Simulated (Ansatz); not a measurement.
# C: the cost of one run

Method: DFT LDA, scalar-relativistic, plane waves, PAW, in Ansatz 0.2.0.

3 further runs of the same task are left out: 3 set aside as unsound or not needed.

**1. Starting point**

It takes space group Fmmm (No. 69, orthorhombic). The conventional cell has a = 2.446 Å, b = 4.233 Å, c = 6.719 Å, α = 90.00°, β = 90.00°, γ = 90.00°. Around C (site symmetry m2m) lie 3 C at 1.41 Å.

As a file:

```
C
1.0
     1.22278    2.11665    0.00000
     1.22278   -2.11665    0.00000
     0.00000    0.00000   -6.71950
C
4
Cartesian
  1.2228 -1.4109 0.0000
  1.2228 0.7057 -3.3597
  1.2228 1.4109 -6.7195
  1.2228 -0.7057 -3.3597
```

It is built from the cell relaxed beforehand with the same method (8.70 Å³/atom).

**2. The reference: the undisturbed cell on the scan's mesh**

input.yaml

```yaml
crystal:
  lattice:
    - [1.2227846672, 2.1166507485, 0.0]
    - [1.2227846672, -2.1166507485, 0.0]
    - [0.0, 0.0, -6.7194983675]
  atoms:
    - { symbol: C, position: [0.1667065656, 0.8332934344, 0.0] }
    - { symbol: C, position: [0.6667065656, 0.3332934344, 0.5] }
    - { symbol: C, position: [0.8332934344, 0.1667065656, 1.0] }
    - { symbol: C, position: [0.3332934344, 0.6667065656, 0.5] }
basis:
  ecutwfc: 420
kpoints:
  mp_grid: { grid: [16, 16, 6] }
hamiltonian:
  xc: lda
scf:
  occupations: { method: gaussian, width: 0.03 }
output:
  forces: true
  stress: true
  eigenvalues: true
  write_density: true
  write_potential: true
  elf: true
  volumetric_format: npy
```

On the command line:

```bash
ansatz run input.yaml --threads 2 --pin off --max-ram 5120MiB --backend cpu --events-out ev --progress --plain --runs-dir out
```

**Question.** How long does this run take on 2 threads of Intel Xeon at 2.70GHz, shared host, and how much memory does it need?

About 4.8 s, with a peak of 0.4 GiB.
